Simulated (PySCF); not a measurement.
# C3H6ClNSi: the cost of one run

The runs use PySCF 2.14.0, with density-fitted response routines of our own; the level of theory stands in each step. All values are computed, except where a source is named. Atoms are numbered from 0 throughout.

## Step 1: The starting structure

12 atoms, charge 0, multiplicity 1; geometry from: GFN2-xTB. The atoms were then displaced at random by about 0.01 Å, so the start is not that level's minimum.

Bonds of the start (Å): C0–C1 1.31, C1–Si2 1.90, Si2–Cl3 2.01, Si2–N4 1.71, N4–C5 1.25, C0–H6 1.10, C0–H7 1.08, C1–H8 1.09, Si2–H9 1.45, C5–H10 1.08, C5–H11 1.09.

## Step 2: Relaxing the molecule at PBE0-D3(BJ)/def2-SVP

Job settings and geometry (Å):

```
{"job": {"xc": "PBE0", "basis": "def2-SVP", "d3": "d3bj", "grid": 1, "shake": 0.01, "kind": "geom"}, "charge": 0, "multiplicity": 1}
C      1.837920     0.663790     1.071230
C      1.371280    -0.546380     0.859510
Si    -0.101110    -0.993080    -0.247480
Cl    -1.157910    -2.400060     0.725700
N     -0.907940     0.478190    -0.587090
C     -2.051240     0.921740    -0.320410
H      1.354070     1.535960     0.602010
H      2.676880     0.907230     1.700810
H      1.882360    -1.358480     1.372090
H      0.276980    -1.509520    -1.543190
H     -2.330330     1.914830    -0.634160
H     -2.811250     0.357490     0.227600
```

Started as:

```console
OMP_NUM_THREADS=1 python probes_run.py task.json out
```

This one command runs all jobs of the session in turn.

Q: Estimate the wall time and peak memory of this first job on 1 thread of Arm Neoverse V1, shared host.

About 63 s, with a peak of 0.5 GiB.
